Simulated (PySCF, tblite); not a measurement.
**C₇H₁₃FO: geometry, infrared bands and NMR shifts**

Aim: predict the infrared bands and NMR shifts of C₇H₁₃FO (`CCC[C@H](CC)C(=O)F`).

Programs: tblite 0.8.0 and PySCF 2.14.0, with density-fitted response routines of our own. Each step states its level of theory. These are calculated values for one molecule in the gas phase, unless marked as measured. Atoms are numbered from 0 throughout.

### 1 The molecule as given

22 atoms, charge 0, multiplicity 1; geometry from: force field or distance geometry start.

Bonds of the start (Å): C0–C1 1.53, C1–C2 1.52, C2–C3 1.55, C3–C4 1.54, C4–C5 1.52, C3–C6 1.50, C6–O7 1.22, C6–F8 1.34, C0–H9 1.10, C0–H10 1.09, C0–H11 1.09, C1–H12 1.08, C1–H13 1.10, C2–H14 1.10, C2–H15 1.10, C3–H16 1.11, C4–H17 1.10, C4–H18 1.10, C5–H19 1.10, C5–H20 1.10, C5–H21 1.09.

### 2 Geometry optimisation with GFN2-xTB

What the job is given:

```
{"job": {"kind": "relax", "xc": "GFN2-xTB", "basis": "xTB"}, "charge": 0, "multiplicity": 1}
C      3.272100    -0.274500     0.011300
C      1.947900     0.452600     0.280300
C      0.758400    -0.470500     0.044900
C     -0.589000     0.226400     0.355800
C     -1.743100    -0.793800     0.296400
C     -3.066100    -0.217900     0.787300
C     -0.834100     1.337200    -0.628600
O     -1.015300     2.509500    -0.322900
F     -0.857500     1.019500    -1.927900
H      3.372000    -1.147600     0.664900
H      3.311200    -0.607700    -1.030600
H      4.105900     0.394800     0.197400
H      1.889600     1.337400    -0.339200
H      1.951600     0.794000     1.327200
H      0.755900    -0.794800    -1.001100
H      0.852900    -1.361800     0.678300
H     -0.542200     0.655100     1.374400
H     -1.500800    -1.676600     0.898600
H     -1.876900    -1.140600    -0.735500
H     -2.962600     0.137900     1.827900
H     -3.399900     0.624500     0.172100
H     -3.840700    -0.983700     0.766400
```

Command:

```console
OMP_NUM_THREADS=1 python probes_run.py task.json out
```

This one command runs all jobs of the session in turn.

**Question.** This job is followed by: GFN2-xTB harmonic vibrations, gas phase; GIAO PBE0/pcSseg-1 NMR shielding, non-relativistic, gas phase. Predict these results of the whole session: strongest single infrared mode (GFN2-xTB); zero-point energy (GFN2-xTB); 13C shifts against TMS (PBE0/pcSseg-1); 1H shifts against TMS (PBE0/pcSseg-1, means over atoms taken as alike); 17O shifts against H2O (PBE0/pcSseg-1); 19F shifts against CFCl3 (PBE0/pcSseg-1).

**Answer**, as computed:

| quantity | value |
| --- | --- |
| strongest single infrared mode (GFN2-xTB) | 1865 cm⁻¹, 425 km/mol |
| zero-point energy (GFN2-xTB) | 118.3 kcal/mol |
| 13C shifts against TMS (PBE0/pcSseg-1) | 174.2, 53.7, 40.4, 31.3, 26.6, 16.8, 15.3 ppm |
| 1H shifts against TMS (PBE0/pcSseg-1, means over atoms taken as alike) | 2.21, 1.89, 1.75, 1.51, 1.37, 1.34, 1.34, 1.07, 1.06 ppm |
| 17O shifts against H2O (PBE0/pcSseg-1) | 474.6 ppm |
| 19F shifts against CFCl3 (PBE0/pcSseg-1) | 21.6 ppm |

The optimisation took 75 steps and gained 0.150 eV; among the close pairs (by a distance rule), C6–O7 changed most, from 1.225 to 1.180 Å. All 60 modes are real, so the xTB geometry is a minimum. The strongest single mode, at 1865 cm⁻¹, moves mainly C6 and O7. GFN2-xTB is a fitted tight-binding method: band positions and strengths are rough. Its intensities can rank the bands wrongly. H16 (hydrogen on an sp3 CH α to a carbonyl) lies farthest downfield among hydrogen, at 2.21 ppm; α to C=O. At PBE0/pcSseg-1: The largest span, 674 ppm, is at O7, where the paramagnetic term is -540 ppm.
